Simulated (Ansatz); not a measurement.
# B3LYP/6-31G(d) (Cartesian functions) run of HBr (hydrogen bromide)

What is the vertical singlet–triplet gap of HBr (hydrogen bromide) at B3LYP/6-31G* (Cartesian functions)? 

The calculation is run with Ansatz 0.2.0.

30 further runs of the same task are left out: 30 set aside as unsound or not needed.

## 1. The structure to begin with

HBr has 2 atoms, charge 0, and is taken as a singlet. As SMILES, `Br`. Geometry: relaxed at PBE0-D4/def2-TZVP.

Bond lengths: Br1–H2 1.420 Å.

## 2. A single-point energy at B3LYP/6-31G(d) (Cartesian functions)

Contents of molecule.yaml:

```yaml
crystal:
  periodic: [false, false, false]
  atoms:
    - {symbol: Br, position_ang: [-0.603220, 0.217960, -0.305050]}
    - {symbol: H, position_ang: [0.603220, -0.217960, 0.305050]}
basis:
  gaussian: {orbitals: "6-31G*"}
hamiltonian: {xc: {name: B3LYP}}
output: {orbitals: {seedname: orbitals}}
accuracy: high
```

Launch:

```bash
$ ansatz run molecule.yaml --threads 1 --pin off --max-ram 3480MiB --events-out events.jsonl --progress --plain --runs-dir runs
```

What it wrote:

```text
Warning: RAYON_NUM_THREADS=1 ignored (pool sized by the plan → 1); use --threads N
Functional definition: B3LYP
  name "B3LYP"
  parameter a0 = 0.2
  parameter ax = 0.72
  parameter ac = 0.81
  exchange = (1 - a0 - ax)*slater_x + ax*b88_x + a0*exact_x
  correlation = (1 - ac)*vwn_rpa_c + ac*lyp_c
546 factors; integrals over basis functions are off by at most 3.3e-9 eV
mean field evaluation 1: about -70055.0486 eV, gradient 7.0e0 eV
mean field evaluation 2: about -70055.1000 eV, gradient 5.6e0 eV
mean field evaluation 4: about -70055.1981 eV, gradient 5.5e-2 eV
mean field evaluation 8: about -70055.2163 eV, gradient 3.5e-2 eV
mean field evaluation 16: about -70055.2163 eV, gradient 1.1e-8 eV
mean field -70055.21632337 eV, -2574.4817147526 hartree, gradient 1.0e-8 eV, S^2 0.000000; 0 other end points of the search recorded, 0 dependent functions left out
reference -70055.21634716 eV, -2574.4817156269 hartree; 18, 18 occupied and 19, 19 virtual orbitals, 546 factors
Total energy: -70055.21634716 eV, -2574.4817156269 hartree
```

Run time: 1 s. Hardware: 1 thread of Arm Neoverse V2, shared host; peak memory 0.09 GiB.

## 3. The triplet, same level

Contents of job.yaml:

```yaml
crystal:
  periodic: [false, false, false]
  atoms:
    - {symbol: Br, position_ang: [-0.603220, 0.217960, -0.305050]}
    - {symbol: H, position_ang: [0.603220, -0.217960, 0.305050]}
basis:
  gaussian:
    orbitals: "6-31G*"
magnetization:
  spin_polarized: true
  initial_magnetization: 2
hamiltonian:
  xc: {name: B3LYP}
accuracy: high
output: {orbitals: {seedname: orbitals}}
```

Launch:

```bash
$ ansatz run job.yaml --threads 1 --pin off --max-ram 3480MiB --events-out events.jsonl --progress --plain --runs-dir runs
```

What it wrote (excerpt; [...] marks lines left out):

```text
Warning: RAYON_NUM_THREADS=1 ignored (pool sized by the plan → 1); use --threads N
[... 7 set-up lines as earlier in the session ...]
546 factors; integrals over basis functions are off by at most 3.3e-9 eV
mean field evaluation 1: about -70048.3625 eV, gradient 6.8e0 eV
mean field evaluation 2: about -70048.5676 eV, gradient 4.8e0 eV
mean field evaluation 4: about -70048.6376 eV, gradient 7.5e-1 eV
mean field evaluation 8: about -70048.6699 eV, gradient 7.5e-3 eV
mean field evaluation 16: about -70048.6699 eV, gradient 2.5e-7 eV
mean field -70048.66989138 eV, -2574.2411378142 hartree, gradient 3.9e-8 eV, S^2 2.002184; 0 other end points of the search recorded, 0 dependent functions left out
reference -70048.66991481 eV, -2574.2411386753 hartree; 19, 17 occupied and 18, 20 virtual orbitals, 546 factors
Total energy: -70048.66991481 eV, -2574.2411386753 hartree
```

It took 1.8 s on 1 thread of Arm Neoverse V2, shared host; peak memory 0.12 GiB.

## 4. What came out

Level: B3LYP/6-31G* (Cartesian functions).

| quantity | value |
| --- | --- |
| singlet: total energy | -2574.48172 Eh |
| singlet: HOMO energy | -8.38 eV |
| singlet: LUMO energy | -0.15 eV |
| singlet: HOMO–LUMO gap | 8.23 eV |
| triplet: total energy | -2574.24114 Eh |
| triplet: HOMO energy (highest over α and β) | -2.11 eV |
| triplet: ⟨S²⟩ | 2.002 |
| vertical energy of the triplet above the singlet | 6.546 eV |

In words: At this shape the triplet lies 6.55 eV (632 kJ/mol) above the singlet.
